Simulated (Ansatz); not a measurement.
**F2Ga2H4O2: how energies converge with the basis set**

The task here is to estimate one member of a computed series from the others.

Program: Ansatz 0.2.0, Gaussian basis. Level of theory: one geometry, several basis sets. These are calculated values, not measurements.

The runs, in order: PBE0-D4/def2-SVP; ωB97M-V/def2-SVP; PBE0-D4/def2-QZVPP; ωB97M-V/def2-QZVPP; the functionals' def2-TZVPP values are taken from earlier runs.

### The geometry

The geometry comes from an earlier relaxation with PBE0-D4 in a triple-zeta def2 set; it is a stationary point, not always the lowest conformer.

SMILES `[F][Ga@H-]1[OH+][Ga@@H-]([F])[OH+]1`, 10 atoms, charge 0, spin multiplicity 1.

Atoms are counted from 1 here; the program's logs count them from 0.

Bond lengths: F1–Ga2 1.762 Å, Ga2–O3 1.944 Å, Ga2–O6 1.944 Å, Ga2–H7 1.541 Å, O3–Ga4 1.944 Å, O3–H8 0.963 Å, Ga4–F5 1.762 Å, Ga4–O6 1.944 Å, Ga4–H9 1.541 Å, O6–H10 0.963 Å. Angles: F1–Ga2–O3 104.7°, F1–Ga2–O6 104.7°, F1–Ga2–H7 123.8°, O3–Ga2–O6 83.2°, O3–Ga2–H7 116.3°, O6–Ga2–H7 116.3°, Ga2–O3–Ga4 96.8°, Ga2–O3–H8 113.2°, Ga4–O3–H8 113.2°, O3–Ga4–F5 104.7°, O3–Ga4–O6 83.2°, O3–Ga4–H9 116.3°, F5–Ga4–O6 104.7°, F5–Ga4–H9 123.8°, O6–Ga4–H9 116.3°, Ga2–O6–Ga4 96.8°, Ga2–O6–H10 113.2°, Ga4–O6–H10 113.2°.

Set-up of the first run:

File in.yaml:

```yaml
crystal:
  periodic: [false, false, false]
  atoms:
    - {symbol: F, position_ang: [0.353584, -0.912295, -2.291575]}
    - {symbol: Ga, position_ang: [1.129116, -0.584023, -0.743419]}
    - {symbol: O, position_ang: [-0.162614, -1.162974, 0.589399]}
    - {symbol: Ga, position_ang: [-0.797417, 0.608530, 1.078179]}
    - {symbol: F, position_ang: [-2.355893, 0.765063, 0.270312]}
    - {symbol: O, position_ang: [0.504847, 1.188326, -0.244053]}
    - {symbol: H, position_ang: [2.607736, -0.896796, -0.440926]}
    - {symbol: H, position_ang: [-0.853886, -1.727198, 0.227669]}
    - {symbol: H, position_ang: [-0.536253, 1.049406, 2.531817]}
    - {symbol: H, position_ang: [0.110780, 1.671950, -0.977414]}
basis:
  gaussian: {orbitals: def2-SVP}
hamiltonian: {xc: pbe0, dispersion: d4}
output: {orbitals: {seedname: orbitals}}
```

The run is started by

```bash
ansatz run in.yaml --threads 4 --pin off --events-out ev --progress --plain --max-ram 11315MiB
```

Steps of the session up to this table: PBE0-D4 in def2-SVP; ωB97M-V in def2-SVP; PBE0-D4 in def2-QZVPP; ωB97M-V in def2-QZVPP.

One of the session's tables, all rows but one given; the rest of the session is left out.

It belongs to the step «Functionals by basis». 

| functional | basis | HOMO (eV) |
| --- | --- | --- |
| PBE0-D4 | def2-SVP | ? |
| PBE0-D4 | def2-TZVPP | -9.49 |
| PBE0-D4 | def2-QZVPP | -9.52 |
| ωB97M-V | def2-SVP | -11.63 |
| ωB97M-V | def2-TZVPP | -11.78 |
| ωB97M-V | def2-QZVPP | -11.82 |

Q: Estimate the row for PBE0-D4, def2-SVP from the others.

As computed: HOMO (eV): -9.38. In the column «HOMO (eV)» it is the highest.
